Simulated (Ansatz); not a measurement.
Crystal: CSe2.

```xyz
6
Lattice="3.5698 -2.9948 0.0000 3.5698 2.9948 0.0000 0.0000 0.0000 9.4627" Properties=species:S:1:pos:R:3 pbc="T T T"
Se    3.5698    1.7225    8.3213
Se    3.5698   -1.7225    1.1413
Se    3.5698    1.2723    3.5900
Se    3.5698   -1.2723    5.8727
C     0.0000    0.0000    0.0000
C     3.5698    0.0000    4.7313
```

The cell comes from a database or a generator and needn't be the stable form of this composition.

* Program: Ansatz 0.2.0
* Task: relaxation of cell and atoms
* Functional: r2SCAN
* Dispersion: rVV10
* Potentials or basis: Ansatz PAW
* Cutoff: 500 eV (not typed: the program's choice for these potentials)
* k mesh: 6 × 6 × 3
* Occupations: fermi-dirac, width 0.05 eV
* Spin: no spin polarisation

At the start: volume 33.72 Å³/atom.

Where does the relaxation end?

It ends after 7 steps and the volume is 28.27 Å³/atom (-16.2 %); space group Cmce (No. 64, to 0.05 Å).

The path:
| step | energy change (eV) | largest force (eV/Å) | volume (Å³) |
| --- | --- | --- | --- |
| 1 | 0.0000 | 0.5865 | 202.32 |
| 2 | -0.0755 | 0.2201 | 186.27 |
| 3 | -0.1147 | 0.0828 | 166.22 |
| 4 | -0.1190 | 0.0062 | 170.10 |
| 5 | -0.1195 | 0.0108 | 170.49 |
| 6 | -0.1198 | 0.0010 | 169.64 |
| 7 | -0.1182 | 0.0010 | 169.64 |

Final structure:
```
CELL_PARAMETERS angstrom
3.28622 -2.90357 0.00000
3.28622 2.90357 0.00000
0.00000 0.00000 8.88952
ATOMIC_POSITIONS crystal
Se 0.21862 0.78138 0.87386
Se 0.78138 0.21862 0.12614
Se 0.28138 0.71862 0.37386
Se 0.71862 0.28138 0.62614
C 0.00000 0.00000 0.00000
C 0.50000 0.50000 0.50000
```

Caveat: the volume moved by over 15 % at a fixed basis, so the end points are rough; the plane-wave basis is chosen anew once the cell has moved, so the energies of steps on either side of that aren't comparable; the PAW data sets come from PBE, with cores solved anew for the run's functional, which leaves a small shift of forces and pressure.
